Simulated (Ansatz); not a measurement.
# C5H8O2: the cost of one run

Program: Ansatz 0.2.0, Gaussian basis. Level of theory: the settings change from run to run. These are calculated values, not measurements.

## Step 1: The geometry

The geometry comes from an earlier relaxation with PBE0-D4 in a triple-zeta def2 set; it is a stationary point, not always the lowest conformer.

SMILES `O=C1CCCCO1`, 15 atoms, charge 0, spin multiplicity 1.

Atoms are counted from 1 here; the program's logs count them from 0.

Bond lengths: O1–C2 1.198 Å, C2–C3 1.512 Å, C2–O7 1.345 Å, C3–C4 1.519 Å, C3–H8 1.090 Å, C3–H9 1.096 Å, C4–C5 1.515 Å, C4–H10 1.092 Å, C4–H11 1.096 Å, C5–C6 1.508 Å, C5–H12 1.095 Å, C5–H13 1.093 Å, C6–O7 1.430 Å, C6–H14 1.091 Å, C6–H15 1.096 Å. Angles: O1–C2–C3 122.1°, O1–C2–O7 118.8°, C3–C2–O7 118.9°, C2–C3–C4 115.8°, C2–C3–H8 106.7°, C2–C3–H9 104.8°, C4–C3–H8 112.9°, C4–C3–H9 109.8°, H8–C3–H9 106.1°, C3–C4–C5 108.7°, C3–C4–H10 110.2°, C3–C4–H11 110.1°, C5–C4–H10 111.6°, C5–C4–H11 109.4°, H10–C4–H11 106.8°, C4–C5–C6 108.9°, C4–C5–H12 110.3°, C4–C5–H13 111.8° and more.

## Step 2: wB97M-V/def2-SVPD

This run has charge +1, multiplicity 2, a point charge of -1.00 e beside it.

The input, in.yaml:

```yaml
crystal:
  periodic: [false, false, false]
  atoms:
    - {symbol: O, position_ang: [-1.650626, -2.028540, 1.155503]}
    - {symbol: C, position_ang: [-1.022554, -1.129966, 0.673484]}
    - {symbol: C, position_ang: [0.489016, -1.130319, 0.644241]}
    - {symbol: C, position_ang: [1.130585, -0.160853, -0.333152]}
    - {symbol: C, position_ang: [0.408870, 1.168619, -0.243513]}
    - {symbol: C, position_ang: [-1.046704, 0.957758, -0.575924]}
    - {symbol: O, position_ang: [-1.681445, -0.051094, 0.213526]}
    - {symbol: H, position_ang: [0.799366, -2.163196, 0.483830]}
    - {symbol: H, position_ang: [0.788175, -0.878548, 1.668568]}
    - {symbol: H, position_ang: [2.196025, -0.056331, -0.116032]}
    - {symbol: H, position_ang: [1.052540, -0.548225, -1.355019]}
    - {symbol: H, position_ang: [0.506470, 1.586002, 0.764637]}
    - {symbol: H, position_ang: [0.822591, 1.902100, -0.940717]}
    - {symbol: H, position_ang: [-1.636791, 1.860093, -0.410594]}
    - {symbol: H, position_ang: [-1.155529, 0.672491, -1.628848]}
basis:
  gaussian: {orbitals: def2-SVPD, point_charges: [{charge: -1.00, position_ang: [6.425, 0.008, -0.570]}]}
total_charge: 1
magnetization: {spin_polarized: true, initial_magnetization: 1}
hamiltonian: {xc: {name: wB97M-V}}
output: {forces: true}
```

Command:

```console
$ ansatz run in.yaml --threads 2 --pin off --events-out ev --progress --plain --max-ram 22528MiB --backend cpu
```

Q: Estimate wall time and peak memory on 2 threads of AMD EPYC 7R13, shared host.

About 82 s, with a peak of 1.7 GiB.
